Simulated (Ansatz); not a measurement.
## GaGe: relaxation of cell and atoms with PBEsol+D3(BJ)

GaGe:

```
Ge Ga
1.0
     0.00000    2.89784    2.89784
     2.89784    0.00000    2.89784
     2.89784    2.89784    0.00000
Ge Ga
1 1
Direct
  0.00000 0.00000 0.00000
  0.25000 0.25000 0.25000
```

The cell comes from a database or a generator and needn't be the stable form of this composition.

| Property | Result |
| --- | --- |
| Program | Ansatz 0.2.0 |
| Task | relaxation of cell and atoms |
| Functional | PBEsol |
| Dispersion | D3(BJ) |
| Potentials or basis | Ansatz PAW |
| Cutoff | 420 eV (not typed: the program's choice for these potentials) |
| k mesh | 8 × 8 × 8 |
| Occupations | fermi-dirac, width 0.05 eV |
| Spin | no spin polarisation |

```json
{
  "Relaxed volume": "22.51 Å³/atom",
  "Relaxed cell": "a = 3.993 Å, b = 3.993 Å, c = 3.993 Å, α = 60.00°, β = 60.00°, γ = 60.00°",
  "Space group after relaxing (to 0.05 Å)": "F-43m (No. 216)",
  "Energy gained by relaxing": "24.0 meV/atom",
  "Ionic steps": "5",
  "Pressure after relaxing": "0.0 GPa",
  "Band gap on the k mesh": "none (metal or under the smearing width)"
}
```

Step by step:
| step | energy change (eV) | largest force (eV/Å) | volume (Å³) |
| --- | --- | --- | --- |
| 1 | 0.0000 | 0.0000 | 48.67 |
| 2 | -0.0455 | 0.0000 | 45.87 |
| 3 | -0.0485 | 0.0000 | 44.89 |
| 4 | -0.0486 | 0.0000 | 45.02 |
| 5 | -0.0479 | 0.0000 | 45.02 |

Final structure:
```
CELL_PARAMETERS angstrom
0.00000 2.82348 2.82348
2.82348 0.00000 2.82348
2.82348 2.82348 0.00000
ATOMIC_POSITIONS crystal
Ge 0.00000 0.00000 0.00000
Ga 0.25000 0.25000 0.25000
```

Levels at points of the mesh, in eV from the Fermi level:
```csv
k point,band 11,band 12,band 13,band 14,band 15,band 16,band 17,band 18
"(0.00, 0.00, 0.00)",-10.99,1.86,1.86,1.86,2.81,4.52,4.52,4.52
"(0.00, 0.00, -0.50)",-8.80,-5.65,0.43,0.43,2.41,5.50,5.50,8.24
"(0.00, -0.50, -0.50)",-7.63,-6.01,-1.37,-1.37,2.28,2.45,11.76,11.76
```

Wall time 9.1 s on 2 threads of Arm Neoverse V1, with other jobs on the host, peak memory 0.36 GiB.

Caveat: the plane-wave basis is chosen anew once the cell has moved, so the energies of steps on either side of that aren't comparable; pairwise dispersion overbinds metals, which lowers pressure and volume; the PAW data sets come from PBE, with cores solved anew for the run's functional, which leaves a small shift of forces and pressure.
